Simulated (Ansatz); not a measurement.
# CH5SiTe radical: how energies converge with the basis set

One table from this session's results is given with a row withheld; the runs are named, their logs left out.

Method: one geometry, several basis sets; program: Ansatz 0.2.0, Gaussian basis.

Plan: PBE0-D4/def2-SVP; ωB97M-V/def2-SVP; PBE0-D4/def2-QZVPP; ωB97M-V/def2-QZVPP; the functionals' def2-TZVPP values are taken from earlier runs.

## The relaxed structure

An earlier PBE0-D4 in a triple-zeta def2 set relaxation fixed the geometry. Te takes the def2 core potential; no spin-orbit term is included.

8 atoms, charge 0, spin multiplicity 2.

Atoms are counted from 1 here; the program's logs count them from 0.

Bond lengths: C1–Si2 1.867 Å, C1–H4 1.094 Å, C1–H5 1.092 Å, C1–H6 1.092 Å, Si2–Te3 2.491 Å, Si2–H7 1.488 Å, Si2–H8 1.489 Å. Angles: Si2–C1–H4 110.3°, Si2–C1–H5 110.6°, Si2–C1–H6 110.6°, H4–C1–H5 108.4°, H4–C1–H6 108.6°, H5–C1–H6 108.2°, C1–Si2–Te3 113.6°, C1–Si2–H7 110.6°, C1–Si2–H8 110.9°, Te3–Si2–H7 107.4°, Te3–Si2–H8 105.3°, H7–Si2–H8 108.7°.

The first run:

Contents of in.yaml:

```yaml
crystal:
  periodic: [false, false, false]
  atoms:
    - {symbol: C, position_ang: [-0.676066, 0.774446, -0.166222]}
    - {symbol: Si, position_ang: [0.498819, -0.673588, -0.069880]}
    - {symbol: Te, position_ang: [1.757012, -0.798540, 2.076785]}
    - {symbol: H, position_ang: [-1.204509, 0.771089, -1.123764]}
    - {symbol: H, position_ang: [-0.133088, 1.717236, -0.074648]}
    - {symbol: H, position_ang: [-1.412303, 0.726017, 0.638293]}
    - {symbol: H, position_ang: [1.500430, -0.610464, -1.168220]}
    - {symbol: H, position_ang: [-0.238295, -1.963298, -0.168142]}
basis:
  gaussian: {orbitals: def2-SVP}
magnetization: {spin_polarized: true, initial_magnetization: 1}
hamiltonian: {xc: pbe0, dispersion: d4}
output: {orbitals: {seedname: orbitals}}
```

The run is started by

```sh
ansatz run in.yaml --threads 4 --pin off --events-out ev --progress --plain --max-ram 10444MiB
```

Among the steps run: PBE0-D4 in def2-SVP; ωB97M-V in def2-SVP; PBE0-D4 in def2-QZVPP; ωB97M-V in def2-QZVPP.

One of the session's tables, all rows but one given; the rest of the session is left out.

It belongs to the step «Functionals by basis». 

```
functional       basis  HOMO (eV)  LUMO (eV)
   PBE0-D4    def2-SVP      -6.13      -4.09
   PBE0-D4  def2-TZVPP      -6.23      -4.09
   PBE0-D4  def2-QZVPP      -6.26      -4.09
   ωB97M-V    def2-SVP      -8.18      -2.06
   ωB97M-V  def2-TZVPP          ?          ?
   ωB97M-V  def2-QZVPP      -8.32      -2.16
```

**Question.** Estimate the row for ωB97M-V, def2-TZVPP.

As computed: HOMO (eV): -8.30; LUMO (eV): -2.15. In the column «HOMO (eV)» it lies between ωB97M-V, def2-QZVPP (-8.32) and ωB97M-V, def2-SVP (-8.18).
